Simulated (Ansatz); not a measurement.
# C7H10: basis-set convergence

One table from this session's results is given with a row withheld; the runs are named, their logs left out.

Computed with Ansatz 0.2.0, Gaussian basis. Level: one geometry, several basis sets.

The runs, in order: PBE0-D4/def2-SVP; ωB97M-V/def2-SVP; PBE0-D4/def2-QZVPP; ωB97M-V/def2-QZVPP; the functionals' def2-TZVPP values are taken from earlier runs.

1 further run of the same task is left out (it didn't finish). Runs told in other sessions of the task aren't counted.

## Structure used throughout

All runs share one geometry, relaxed beforehand with PBE0-D4 in a triple-zeta def2 set.

SMILES `CCC1C=CC=C1`, 17 atoms, charge 0, spin multiplicity 1.

Atoms are counted from 1 here; the program's logs count them from 0.

Bond lengths: C1–C2 1.518 Å, C1–H8 1.092 Å, C1–H9 1.094 Å, C1–H10 1.092 Å, C2–C3 1.532 Å, C2–H11 1.094 Å, C2–H12 1.095 Å, C3–C4 1.496 Å, C3–C7 1.498 Å, C3–H13 1.103 Å, C4–C5 1.341 Å, C4–H14 1.082 Å, C5–C6 1.460 Å, C5–H15 1.083 Å, C6–C7 1.341 Å, C6–H16 1.083 Å, C7–H17 1.081 Å. Angles: C2–C1–H8 111.0°, C2–C1–H9 111.2°, C2–C1–H10 111.6°, H8–C1–H9 107.7°, H8–C1–H10 107.5°, H9–C1–H10 107.7°, C1–C2–C3 113.5°, C1–C2–H11 110.2°, C1–C2–H12 109.5°, C3–C2–H11 108.4°, C3–C2–H12 108.4°, H11–C2–H12 106.5°, C2–C3–C4 113.8°, C2–C3–C7 115.1°, C2–C3–H13 107.8°, C4–C3–C7 102.6°, C4–C3–H13 108.8°, C7–C3–H13 108.6° and more.

Geometry (Å):

```xyz
17

C     1.9141   -0.9466    0.9721
C     0.8407   -1.0119   -0.0998
C     0.1655    0.3360   -0.3724
C    -0.8424    0.2933   -1.4778
C    -2.0196    0.7571   -1.0343
C    -1.8838    1.1326    0.3704
C    -0.6265    0.8918    0.7710
H     2.3907   -1.9199    1.1085
H     2.6953   -0.2288    0.7061
H     1.5006   -0.6453    1.9371
H     0.0685   -1.7347    0.1815
H     1.2795   -1.3731   -1.0356
H     0.9536    1.0600   -0.6385
H    -0.6217   -0.0705   -2.4727
H    -2.9317    0.8452   -1.6107
H    -2.6809    1.5408    0.9787
H    -0.2211    1.0735    1.7567
```

The first run:

in.yaml

```yaml
crystal:
  periodic: [false, false, false]
  atoms:
    - {symbol: C, position_ang: [1.914085, -0.946618, 0.972070]}
    - {symbol: C, position_ang: [0.840698, -1.011894, -0.099816]}
    - {symbol: C, position_ang: [0.165524, 0.335972, -0.372395]}
    - {symbol: C, position_ang: [-0.842373, 0.293323, -1.477753]}
    - {symbol: C, position_ang: [-2.019636, 0.757149, -1.034329]}
    - {symbol: C, position_ang: [-1.883761, 1.132633, 0.370387]}
    - {symbol: C, position_ang: [-0.626545, 0.891761, 0.770998]}
    - {symbol: H, position_ang: [2.390700, -1.919927, 1.108546]}
    - {symbol: H, position_ang: [2.695308, -0.228797, 0.706070]}
    - {symbol: H, position_ang: [1.500614, -0.645280, 1.937133]}
    - {symbol: H, position_ang: [0.068471, -1.734706, 0.181482]}
    - {symbol: H, position_ang: [1.279516, -1.373073, -1.035572]}
    - {symbol: H, position_ang: [0.953597, 1.060006, -0.638479]}
    - {symbol: H, position_ang: [-0.621729, -0.070452, -2.472683]}
    - {symbol: H, position_ang: [-2.931701, 0.845246, -1.610692]}
    - {symbol: H, position_ang: [-2.680909, 1.540778, 0.978692]}
    - {symbol: H, position_ang: [-0.221063, 1.073481, 1.756741]}
basis:
  gaussian: {orbitals: def2-SVP}
hamiltonian: {xc: pbe0, dispersion: d4}
output: {orbitals: {seedname: orbitals}}
```

Run with:

```
ansatz run in.yaml --threads 4 --pin off --events-out ev --progress --plain --max-ram 11315MiB
```

Among the steps run: PBE0-D4 in def2-SVP; ωB97M-V in def2-SVP; PBE0-D4 in def2-QZVPP; ωB97M-V in def2-QZVPP.

One table of the session follows, with a row left open; its other results are not shown here.

It belongs to the step «Density functionals: the series». 

```
functional       basis  HOMO (eV)
   PBE0-D4    def2-SVP      -6.26
   PBE0-D4  def2-TZVPP          ?
   PBE0-D4  def2-QZVPP      -6.31
   ωB97M-V    def2-SVP      -8.46
   ωB97M-V  def2-TZVPP      -8.49
   ωB97M-V  def2-QZVPP      -8.50
```

Estimate the missing values for PBE0-D4, def2-TZVPP.

The run gave: HOMO (eV): -6.29. In the column «HOMO (eV)» it lies between PBE0-D4, def2-QZVPP (-6.31) and PBE0-D4, def2-SVP (-6.26).
